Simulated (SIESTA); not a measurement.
Runs of SIESTA 5.4.2 on Ge3Pd. The structure is cubic, space group Pm-3m (No. 221). Conventional cell: a = 4.142 Å, b = 4.142 Å, c = 4.142 Å, α = 90.00°, β = 90.00°, γ = 90.00°. Around Pd (site symmetry m-3m) lie 12 Ge at 2.93 Å. Ge (site symmetry 4/mmm) is surrounded by 4 Pd at 2.93 Å and 8 Ge at 2.93 Å. The cell comes from a database or a generator and needn't be the stable form of this composition.

```tsv
level	U	gap on the mesh (eV)	pressure (GPa)
PBEsol+U	Pd d U = 2 eV	none	-3.7
PBEsol+U	Pd d U = 6 eV	none	-4.1
PBEsol	-	none	(a)
PBEsol+U	Pd d U = 4 eV	none	-3.9
```

Alike in all rows: task density of states; potentials or basis PseudoDojo 0.4 standard (PBEsol files), DZP (energy shift 0.003 Ry; two zetas on semicore shells); no spin polarisation; cell as given; k mesh 5 × 5 × 5; smearing fermi-dirac 0.05 eV; grid cutoff 800 Ry; energy shift 0.003 Ry.

**Question.** Estimate the missing entries.

**Answer.** (a) -3.4.

Caveats: the basis of atomic orbitals isn't converged, which shifts pressures, moduli and gaps; U without spin polarisation on a metal has little footing (some runs); the U is typed as a test and isn't derived for this compound (some runs).

A k mesh can miss the band edges, and the runs leave out spin-orbit coupling on Ge, Pd.

A gap of «none» marks a metal or a gap under the smearing width.

Runs at the PBE level aren't shown here.
